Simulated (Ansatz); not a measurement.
Working through a formation energy from the elements of Be4FeGe and its elements

With Ansatz's Python interface.

Notebook, run cell by cell (the value of a cell's last expression is shown):

**Cell 1**
```python
from collections import Counter
import warnings

import ansatz as az
from ase import Atoms
import numpy as np
```

**Cell 2**
```python
POLARISED = {"Be4FeGe", "Fe"}
```

**Cell 3**
```python
def ground_state(name, crystal):
    calc = (
        crystal.calculation()
        .basis(420)
        .functional(az.Functional.PBESOL)
        .kpoints(spacing=0.27)
        .occupations("cold", width=0.02)
        .stress()
    )
    if name in POLARISED:
        calc = calc.spin("collinear")
    calc = calc.relax(force_tolerance=0.02, fix_cell=["shape"])
    return calc.run()


def counts(outcome):
    return Counter(site.symbol for site in outcome.lattice.sites)
```

**Cell 4**
```python
def formation_energy(outcome, mu):
    n = counts(outcome)
    return (outcome.report["energy_sigma0_ev"] - sum(k * mu[element] for element, k in n.items())) / sum(n.values())
```

**Cell 5**
```python
def volume_per_atom(outcome):
    return abs(np.linalg.det(outcome.lattice.cell_ang)) / len(outcome.lattice.sites)
```

**Cell 6**
```python
warnings.simplefilter("ignore")
```

**Cell 7**
```python
phases = {}
be4fege = (
    az.Lattice.fcc(5.975456)
    .space_group(216)
    .atom("Be", [0.37615, 0.12385, 0.87615])
    .atom("Fe", [0.25, 0.25, 0.25])
    .atom("Ge", [0.0, 0.0, 0.0])
    .primitive()
    .moments(Fe=3.5)
)
phases["Be4FeGe"] = be4fege
be = (
    az.Lattice.from_parameters(2.2853, 2.2853, 3.5842, alpha=90, beta=90, gamma=120)
    .space_group(194)
    .atom("Be", [1 / 3, 2 / 3, 0.25])
)
phases["Be"] = be
fe = (
    az.Lattice.bcc(2.886)
    .space_group(229)
    .atom("Fe", [0.0, 0.0, 0.0])
    .primitive()
    .moments(Fe=3.5)
)
phases["Fe"] = fe
atoms = Atoms(
    ["Ge", "Ge"],
    scaled_positions=[
        [0.0, 0.0, 0.0],
        [0.25, 0.25, 0.25],
    ],
    cell=[
        [0.0, 2.82891, 2.82891],
        [2.82891, 0.0, 2.82891],
        [2.82891, 2.82891, 0.0],
    ],
    pbc=True,
)
ge = az.Crystal.from_ase(atoms)
phases["Ge"] = ge
```

**Cell 8**
```python
done = {}
for name, crystal in phases.items():
    done[name] = ground_state(name, crystal)
    print(f"{name}: {done[name].report['energy_sigma0_ev']:.4f} eV, {len(done[name].lattice.sites)} atoms")

# energy of one atom in its reference phase
references = {"Be": "Be", "Fe": "Fe", "Ge": "Ge"}
mu = {element: done[name].report["energy_sigma0_ev"] / len(done[name].lattice.sites) for element, name in references.items()}
```
Output:
```text
Be4FeGe: -9064.4595 eV, 6 atoms
Be: -180.7094 eV, 2 atoms
Fe: -4448.8513 eV, 1 atoms
Ge: -8506.9824 eV, 2 atoms
```

**Cell 9**
```python
target = done["Be4FeGe"]
heat = formation_energy(target, mu)
rows = [(name, len(o.lattice.sites), volume_per_atom(o), formation_energy(o, mu)) for name, o in done.items()]
print("     phase       atoms  V (A^3/atom)  E_form (eV/atom)")
for row in rows:
    print(f"{str(row[0]):>10}  {row[1]:10d}  {row[2]:12.3f}  {row[3]:16.4f}")
```
Output:
```text
     phase       atoms  V (A^3/atom)  E_form (eV/atom)
   Be4FeGe           6         8.649           -0.1164
        Be           2         7.835            0.0000
        Fe           1        10.801            0.0000
        Ge           2        22.855            0.0000
```

Absolute energies stand on the zero of these potentials, so only differences at equal settings mean something. The SCF didn't keep the moments it started from (some shrank, vanished or turned); what is printed is the state reached. For the metals among these phases the mesh is modest: differences between phases can be off by up to 40 meV an atom. Atoms and volume are relaxed with the cell's shape held, which in cells of lower than cubic symmetry can hide stresses and shift volumes. The cells come from databases of deposited and of computed structures, and not all need be stable phases. The compound is the structure given, not necessarily its lowest; energies are at zero temperature, with no correction for gases. Magnetic phases start from parallel moments and may not end in their lowest magnetic state. A semilocal functional's error on such energies is often 0.05 to 0.1 eV an atom, and 0.1 to 0.3 eV against gases such as O2 or F2. The script silences warnings, which a real study should read. Wall time of the script: 60 s on 1 thread of Arm Neoverse V2 (shared host), peak memory 0.47 GiB.
